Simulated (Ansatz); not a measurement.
I need Fermi-surface readings of ZrHg₃, space group Pm-3m. Use the Ansatz DFT code, driven from Python. Settings: LDA, PAW, the default cutoff (420 eV here), 5×5×5 k-points, Fermi-Dirac smearing of 0.05 eV.

`zrhg3.cif`
```cif
data_ZrHg3
_cell_length_a 4.365200
_cell_length_b 4.365200
_cell_length_c 4.365200
_cell_angle_alpha 90.00000
_cell_angle_beta 90.00000
_cell_angle_gamma 90.00000
_symmetry_space_group_name_H-M 'P 1'
_symmetry_Int_Tables_number 1
loop_
_symmetry_equiv_pos_as_xyz
'x, y, z'
loop_
_atom_site_label
_atom_site_type_symbol
_atom_site_fract_x
_atom_site_fract_y
_atom_site_fract_z
Zr1 Zr    0.000000    0.000000    0.000000
Hg2 Hg    0.000000    0.500000    0.500000
Hg3 Hg    0.500000    0.000000    0.500000
Hg4 Hg    0.500000    0.500000    0.000000
```

The script, `fermi.py`:
```python
"""Area of the Fermi surface of ZrHg3."""

import ansatz as az
from ase.io import read


def main() -> None:
    atoms = read("zrhg3.cif")
    system = az.Crystal.from_ase(atoms)

    job = (
        system.calculation()
        .functional(az.Functional.LDA)
        .kpoints(density=3.4)
        .occupations("fermi_dirac", width=0.05)
        .eigenstates(nscf_kmesh=(8, 8, 8), level_slopes=True)
    )
    surface = job.run(threads=1, backend="cpu").fermi_surface().to_plain()
    for way, reading in surface.items():
        if reading:
            rho_lambda = [f"{v:.3e}" for v in reading["resistivity_times_mean_free_path_ohm_m2"]]
            print(f"{way:24s} area {reading['spin_summed_area_per_ang2']:8.3f} 1/A^2  rho*lambda (ohm m^2) {rho_lambda}")


if __name__ == "__main__":
    main()
```

```console
$ python fermi.py
DeckWarning: basis.ecutwfc = 420 eV, auto-derived from the records' recommended cutoffs: set by Zr (normal level)
by_tetrahedra            area   26.585 1/A^2  rho*lambda (ohm m^2) ['1.150e-15', '1.150e-15', '1.150e-15']
by_slopes                area   25.177 1/A^2  rho*lambda (ohm m^2) ['1.214e-15', '1.214e-15', '1.214e-15']
on_every_second_point    area   20.243 1/A^2  rho*lambda (ohm m^2) ['1.510e-15', '1.510e-15', '1.510e-15']
```
(Warnings from the package without file and line.)

The mesh is modest for a metal, so energies can be off by several to tens of meV an atom and pressures by half a GPa or more; differences at equal mesh fare better. Spin-orbit coupling, which matters for elements this heavy, is left out. The structure is a deposited one; some such entries were measured under pressure or heat, so a shift against it needn't be the functional's error alone. The three readings differ by the mesh error. Run time: 7.9 s on 1 thread of Intel(R) Xeon(R) Platinum 8259CL CPU @ 2.50GHz (Skylake/Cascade Lake) (shared host), peak memory 0.48 GiB.

(Lines on the test bed's own set-up are left out of the output.)
